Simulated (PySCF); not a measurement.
# BiFH2 (BiH2F): the cost of one run

Computed with PySCF 2.14.0 and routines of our own; the level stands in each step. Atoms count from 0.

### Step 1. The system as given

4 atoms, charge 0, multiplicity 1; geometry from: GFN2-xTB.

### Step 2. Optimising the geometry at PBE0-D3(BJ)/def2-SVP

What the job is given:

```
{"job": {"xc": "PBE0", "basis": "def2-SVP", "d3": "d3bj", "grid": 1, "maxiter": 30, "shake": 0.03, "kind": "geom"}, "charge": 0, "multiplicity": 1}
Bi     0.091630    -0.010380     0.827010
H      1.446190     0.032480    -0.228480
H     -0.701090     1.305390    -0.271520
F     -0.753440    -1.417930    -0.357480
```

The run is started by

```
> OMP_NUM_THREADS=1 python heavy_run.py task.json out
```

This one command runs all jobs of the session in turn.

Q: Estimate the wall time and peak memory of this first job on 1 thread of Arm Neoverse V1, shared host.

About 5.6 s, with a peak of 0.24 GiB.
